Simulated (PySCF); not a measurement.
# GeH6OSi: the cost of one run

Programs: PySCF 2.14.0. All values are calculated, for the isolated system unless a continuum is named. Atoms count from 0, parts from 1.

## Step 1: Starting point

Each species was relaxed by itself at PBE0-D3(BJ)/def2-SVPD.

## Step 2: Reaction energy: wB97M-D3(BJ)/def2-TZVPD

What the job is given:

```
{"job": {"kind": "react", "xc": "wB97M-D3(BJ)", "basis": "def2-TZVPD"}, "charge": 0, "multiplicity": 1}
-1 GeH6Si charge 0 multiplicity 1
Si    -1.172200     0.028370    -0.048070
Ge     1.205710    -0.015450     0.063980
H     -1.726920     0.786730     1.113240
H     -1.713270    -1.363680    -0.017810
H     -1.614460     0.690450    -1.312000
H      1.675200    -0.693740     1.363080
H      1.776650     1.413250     0.031990
H      1.790690    -0.795630    -1.126510

-1 N2O charge 0 multiplicity 1
N      1.144850     0.047710    -0.004100
N      0.021750    -0.013990    -0.001130
O     -1.153350    -0.078560     0.001980

+1 GeH6OSi charge 0 multiplicity 1
O     -2.053120     0.025090    -0.620560
Ge    -0.295810    -0.104610    -0.998580
Si     0.984980    -0.105330     1.020200
H     -2.280700     0.786110    -0.079800
H     -0.199690    -1.430930    -1.766840
H      0.105700     1.067530    -1.922420
H      0.652320    -1.303200     1.846160
H      0.680490     1.129330     1.805980
H      2.442710    -0.120900     0.690200

+1 N2 charge 0 multiplicity 1
N      0.547170    -0.023510     0.034180
N     -0.547170     0.023510    -0.034180
```

Method: wB97M-D3(BJ)/def2-TZVPD reaction energy of separated species, gas phase.

Run with:

```
$ OMP_NUM_THREADS=1 python cluster_run.py task.json out
```

The driver reads the jobs from task.json and runs them one after another.

Q: Estimate the wall time and peak memory of this first job on 1 thread of Arm Neoverse V1, shared host.

About 21 s, with a peak of 0.69 GiB.
